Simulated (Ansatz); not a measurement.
# CH7BOSi: small, medium and large basis sets

The task here is to estimate one member of a computed series from the others.

Computed with Ansatz 0.2.0, Gaussian basis. Level: one geometry, several basis sets.

Plan: PBE0-D4/def2-SVP; ωB97M-V/def2-SVP; PBE0-D4/def2-QZVPP; ωB97M-V/def2-QZVPP; the functionals' def2-TZVPP values are taken from earlier runs.

**The relaxed structure**

All runs share one geometry, relaxed beforehand with PBE0-D4 in a triple-zeta def2 set.

SMILES `BC(O)[SiH3]`, 11 atoms, charge 0, spin multiplicity 1.

Atoms are counted from 1 here; the program's logs count them from 0.

Bond lengths: B1–C2 1.515 Å, B1–H5 1.199 Å, B1–H6 1.194 Å, C2–O3 1.408 Å, C2–Si4 1.953 Å, C2–H7 1.099 Å, O3–H8 0.961 Å, Si4–H9 1.488 Å, Si4–H10 1.486 Å, Si4–H11 1.483 Å. Angles: C2–B1–H5 117.4°, C2–B1–H6 121.5°, H5–B1–H6 120.7°, B1–C2–O3 117.4°, B1–C2–Si4 93.6°, B1–C2–H7 115.2°, O3–C2–Si4 111.4°, O3–C2–H7 113.7°, Si4–C2–H7 102.4°, C2–O3–H8 109.3°, C2–Si4–H9 104.2°, C2–Si4–H10 113.1°, C2–Si4–H11 111.0°, H9–Si4–H10 108.5°, H9–Si4–H11 110.1°, H10–Si4–H11 109.8°.

The first run:

in.yaml reads:

```yaml
crystal:
  periodic: [false, false, false]
  atoms:
    - {symbol: B, position_ang: [-0.656145, 1.294119, 0.395913]}
    - {symbol: C, position_ang: [0.254389, 0.132755, 0.738165]}
    - {symbol: O, position_ang: [-0.229701, -0.824020, 1.650744]}
    - {symbol: Si, position_ang: [0.257199, -0.562474, -1.086628]}
    - {symbol: H, position_ang: [-0.199799, 2.173840, -0.279556]}
    - {symbol: H, position_ang: [-1.816464, 1.281629, 0.676955]}
    - {symbol: H, position_ang: [1.310643, 0.395267, 0.892040]}
    - {symbol: H, position_ang: [0.334928, -1.601076, 1.625523]}
    - {symbol: H, position_ang: [0.569729, -2.008367, -0.926930]}
    - {symbol: H, position_ang: [-1.062083, -0.436947, -1.759751]}
    - {symbol: H, position_ang: [1.302803, 0.098273, -1.905673]}
basis:
  gaussian: {orbitals: def2-SVP}
hamiltonian: {xc: pbe0, dispersion: d4}
output: {orbitals: {seedname: orbitals}}
```

The run is started by

```sh
ansatz run in.yaml --threads 2 --pin off --events-out ev --progress --plain --max-ram 4352MiB
```

Steps of the session up to this table: PBE0-D4 in def2-SVP; ωB97M-V in def2-SVP; PBE0-D4 in def2-QZVPP; ωB97M-V in def2-QZVPP.

One of the session's tables, all rows but one given; the rest of the session is left out.

It belongs to the step «Functionals by basis». 

```
functional       basis  HOMO (eV)
   PBE0-D4    def2-SVP      -7.52
   PBE0-D4  def2-TZVPP          ?
   PBE0-D4  def2-QZVPP      -7.70
   ωB97M-V    def2-SVP      -9.75
   ωB97M-V  def2-TZVPP      -9.92
   ωB97M-V  def2-QZVPP      -9.94
```

Q: Estimate the row for PBE0-D4, def2-TZVPP from the others.

The run gave: HOMO (eV): -7.67. In the column «HOMO (eV)» it lies between PBE0-D4, def2-QZVPP (-7.70) and PBE0-D4, def2-SVP (-7.52).
